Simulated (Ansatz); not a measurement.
**GeSb2Te4: tests of the settings**

An exercise on one series of results from a longer session: the logs are not shown, and one member is left open.

Method: DFT PBE, scalar-relativistic, plane waves, PAW for the base; runs at other levels say so in their headings and inputs, in Ansatz 0.2.0.

3 further runs of the same task are left out: 3 that didn't finish. Runs told in other sessions of the task aren't counted.

## The starting structure

It takes space group I-4m2 (No. 119, tetragonal). The conventional cell has a = 6.119 Å, b = 6.119 Å, c = 12.103 Å, α = 90.00°, β = 90.00°, γ = 90.00°. Ge (site symmetry -4m2) is surrounded by 6 Te at 3.00 to 3.06 Å. Sb (site symmetry -4m2) is surrounded by 6 Te at 3.05 to 3.06 Å. Te (site symmetry 2mm) is surrounded by 3 Sb at 3.05 to 3.06 Å and 2 Ge at 3.06 Å. Te (site symmetry 2mm) has 1 Ge at 3.00 Å and 3 Sb at 3.05 to 3.06 Å in its first shell of neighbours.

Structure file:

```xyz
7
Lattice="-3.0596 3.0596 6.0514 3.0596 -3.0596 6.0514 3.0596 3.0596 -6.0514" Properties=species:S:1:pos:R:3 pbc="T T T"
Ge    0.0000    0.0000    0.0000
Sb    0.0000    0.0000    6.0514
Sb    3.0596    0.0000    3.0257
Te    0.0000    3.0596    0.0196
Te    0.0000    0.0000    3.0035
Te    0.0000    3.0596    6.0318
Te    0.0000    0.0000    9.0994
```

The structure comes from the Materials Project (structure only); it is used as listed.

Set-up of the first run:

Input file input.yaml:

```yaml
crystal:
  lattice:
    - [-3.059575, 3.059575, 6.051415]
    - [3.059575, -3.059575, 6.051415]
    - [3.059575, 3.059575, -6.051415]
  atoms:
    - { symbol: Ge, position: [0.0, 0.0, 0.0] }
    - { symbol: Sb, position: [0.5, 0.5, 0.0] }
    - { symbol: Sb, position: [0.25, 0.75, 0.5] }
    - { symbol: Te, position: [0.50162, 0.00162, 0.5] }
    - { symbol: Te, position: [0.248162, 0.248162, 0.0] }
    - { symbol: Te, position: [0.99838, 0.49838, 0.5] }
    - { symbol: Te, position: [0.751838, 0.751838, 0.0] }
basis:
  ecutwfc: 420
kpoints:
  mp_grid: { grid: [4, 4, 4] }
hamiltonian:
  xc: pbe
scf:
  occupations: { method: gaussian, width: 0.1 }
output:
  forces: true
  stress: true
  eigenvalues: true
```

Run with:

```console
> ansatz run input.yaml --threads 2 --pin off --max-ram 5120MiB --backend cpu --events-out ev --progress --plain --runs-dir out
```

Steps of the session up to this table: A first look at the start; The base run; Relaxing with functional LDA; Relaxation, functional: PBEsol; Relaxing with functional PBE; Relaxation, functional: r2SCAN.

One of the session's tables, all rows but one given; the rest of the session is left out.

| functional | a (Å) | c (Å) | volume (Å³/atom) |
| --- | --- | --- | --- |
| LDA | ? | ? | ? |
| PBEsol | 6.014 | 11.886 | 30.71 |
| PBE | 6.117 | 12.129 | 32.42 |
| r2SCAN | 6.079 | 12.061 | 31.84 |

Estimate the missing values for LDA.

The run gave: a (Å): 5.972; c (Å): 11.798; volume (Å³/atom): 30.06. In the column «a (Å)» it is the lowest.
